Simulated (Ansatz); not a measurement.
# SiGe3: the cost of one run

Program: Ansatz 0.2.0. Level of theory: reference: DFT, HSE06, plane waves, PAW. These are calculated values, not measurements.

**1. The structure to begin with**

Symmetry: R3m, No. 160, trigonal system. The conventional cell has a = 3.968 Å, b = 3.968 Å, c = 19.402 Å, α = 90.00°, β = 90.00°, γ = 120.00°. Around Si (site symmetry 3m) lie 4 Ge at 2.40 to 2.42 Å. Ge (site symmetry 3m) is surrounded by 4 Ge at 2.44 to 2.46 Å. Around Ge (site symmetry 3m) lie 3 Si at 2.42 Å and 1 Ge at 2.46 Å. Ge (site symmetry 3m) has 1 Si at 2.40 Å and 3 Ge at 2.44 Å as nearest neighbours.

As a file:

```cif
data_structure
_symmetry_space_group_name_H-M 'R3m:H'
_symmetry_Int_Tables_number 160
_cell_length_a 3.9678
_cell_length_b 3.9678
_cell_length_c 19.4016
_cell_angle_alpha 90.000
_cell_angle_beta 90.000
_cell_angle_gamma 120.000
_cell_volume 264.52
loop_
_atom_site_label
_atom_site_type_symbol
_atom_site_symmetry_multiplicity
_atom_site_Wyckoff_symbol
_atom_site_fract_x
_atom_site_fract_y
_atom_site_fract_z
_atom_site_occupancy
Si1 Si 3 a 0.66667 0.33333 0.33325 1
Ge1 Ge 3 a 0.33333 0.66667 0.16662 1
Ge2 Ge 3 a 0.33333 0.66667 0.29326 1
Ge3 Ge 3 a 0.00000 0.00000 0.12354 1
```

**2. Reference**

input.yaml reads:

```yaml
crystal:
  lattice:
    - [1.9838896617, 1.1453992303, 6.4671925848]
    - [-1.9838896617, 1.1453992303, 6.4671925848]
    - [0.0, -2.2907984605, 6.4671925848]
  atoms:
    - { symbol: Si, position: [1.0000856422, 8.56422e-05, 8.56422e-05] }
    - { symbol: Ge, position: [0.5000462097, 0.5000462097, 0.5000462097] }
    - { symbol: Ge, position: [0.3734068851, 0.3734068851, 0.3734068851] }
    - { symbol: Ge, position: [0.8764612631, 0.8764612631, 0.8764612631] }
kpoints:
  mp_grid: { grid: [4, 4, 4] }
hamiltonian:
  xc: hse06
scf:
  occupations: { method: fixed }
  n_extra_bands: 5
output:
  forces: true
  stress: true
  eigenvalues: true
  write_density: true
  write_potential: true
  elf: true
  volumetric_format: npy
```

On the command line:

```console
ansatz run input.yaml --threads 4 --pin off --max-ram 3686MiB --backend cpu --events-out ev --progress --plain --runs-dir out
```

**Question.** How long does this run take on 4 threads of Arm Neoverse N1, shared host, and how much memory does it need?

About 50 s, with a peak of 1.3 GiB.
